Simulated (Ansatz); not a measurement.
I need harmonic frequencies at the relaxed geometry of ClF₂GeH₃Si, SMILES F[Si](F)(Cl)[GeH3]. Use the Ansatz DFT code, driven from Python. Use (for the species named): PBE, def2-SVP basis, multiplicity 1.

```xyz
8

F    -0.0729   -1.8936    1.4346
Si    0.4884   -1.0097    0.0960
F     2.1270   -0.8237    0.2539
Cl    0.1552   -2.0610   -1.6618
Ge   -0.5002    1.0712   -0.0369
H    -0.1985    1.8830    1.2786
H     0.0893    1.8513   -1.2357
H    -1.9961    0.9254   -0.1844
```

`run_freq.py`:
```python
"""Harmonic frequencies of ClF2GeH3Si at its relaxed geometry."""

from dataclasses import dataclass

import ansatz as az
from ase import Atoms
from ase.thermochemistry import IdealGasThermo
import numpy as np


@dataclass(frozen=True)
class RunConfig:
    basis_set: str = "def2-SVP"
    xc: str = "PBE"


settings = RunConfig()


def main() -> None:
    geometry_ang = [
        ("F", (-0.0729, -1.8936, 1.4346)),
        ("Si", (0.4884, -1.0097, 0.096)),
        ("F", (2.127, -0.8237, 0.2539)),
        ("Cl", (0.1552, -2.061, -1.6618)),
        ("Ge", (-0.5002, 1.0712, -0.0369)),
        ("H", (-0.1985, 1.883, 1.2786)),
        ("H", (0.0893, 1.8513, -1.2357)),
        ("H", (-1.9961, 0.9254, -0.1844)),
    ]
    clf2geh3si = az.Crystal.molecule()
    for symbol, xyz in geometry_ang:
        clf2geh3si = clf2geh3si.atom(symbol, xyz)

    calc = clf2geh3si.calculation()
    calc = calc.basis(gaussian=settings.basis_set)
    calc = calc.functional(settings.xc)
    symbols = [site.symbol for site in clf2geh3si.cartesian_sites]
    start = np.array([site.position_ang for site in clf2geh3si.cartesian_sites], dtype=float)
    summary = calc.relax(force_tolerance=0.003).run(threads=1, backend="cpu").report
    end = np.array(summary["positions_ang"])

    print("bond        before    after (A)")
    for i, j in [(0, 1), (1, 2), (1, 3), (1, 4), (4, 5), (4, 6), (4, 7)]:
        d0, d1 = (np.linalg.norm(xyz[i] - xyz[j]) for xyz in (start, end))
        print(f"{symbols[i]}{i}-{symbols[j]}{j}".ljust(10), f"{d0:8.4f} {d1:8.4f}")

    # same settings at the minimum
    minimum = az.Crystal.molecule()
    for symbol, xyz in zip(symbols, end):
        minimum = minimum.atom(symbol, xyz.tolist())
    vibrating = (
        minimum.calculation()
        .basis(gaussian=settings.basis_set)
        .functional(settings.xc)
        .phonons(temperatures=(200, 600, 100))
    )
    vib = vibrating.run(threads=1, backend="cpu").report["vibrations"]
    sums = vib["harmonic_sums"]
    modes = [m["omega_inv_cm"] for m in sums["modes_at_gamma"] if m["rigid_motion"] == "no"]
    print("frequencies (1/cm):", " ".join(f"{w:.0f}" for w in modes))
    print("imaginary modes:", sum(w < 0 for w in modes), " zero-point energy:", round(sums["zero_point_energy_ev"], 4), "eV")
    # rigid rotor and ideal gas, symmetry number taken as one
    gas = IdealGasThermo(vib_energies=[w / 8065.544 for w in modes if w > 0], geometry="linear" if len(modes) == 3 * len(symbols) - 5 else "nonlinear",
                         atoms=Atoms(symbols, positions=end), symmetrynumber=1, spin=0.0)
    print(f"H(298 K) - E = {gas.get_enthalpy(298.15, verbose=False):.4f} eV")
    print(f"S(298 K, 1 bar) = {96485.33 * gas.get_entropy(298.15, 1e5, verbose=False):.1f} J/(mol K) with symmetry number 1")


if __name__ == "__main__":
    main()
```

```console
$ python run_freq.py
bond        before    after (A)
F0-Si1       1.6995   1.6285
Si1-F2       1.6567   1.6285
Si1-Cl3      2.0751   2.0632
Si1-Ge4      2.3076   2.3749
Ge4-H5       1.5750   1.5477
Ge4-H6       1.5470   1.5471
Ge4-H7       1.5102   1.5471
frequencies (1/cm): 91 95 123 208 216 266 394 461 467 587 761 841 844 859 926 2092 2110 2111
imaginary modes: 0  zero-point energy: 0.834 eV
H(298 K) - E = 1.0744 eV
S(298 K, 1 bar) = 378.1 J/(mol K) with symmetry number 1
```

What to keep in mind:
- The frequencies are harmonic and unscaled, in a modest basis. The result belongs to the one conformer reached from this start, and soft torsions count as harmonic oscillators.
- The entropy takes a symmetry number of 1; a symmetric molecule's is lower by R ln(sigma).
- Wall time of the script: 2.6 min on 1 thread of Intel(R) Xeon(R) Platinum 8375C CPU @ 2.90GHz (Ice Lake), on a shared host, peak memory 0.28 GiB.

(Lines on the test bed's own set-up are left out of the output.)
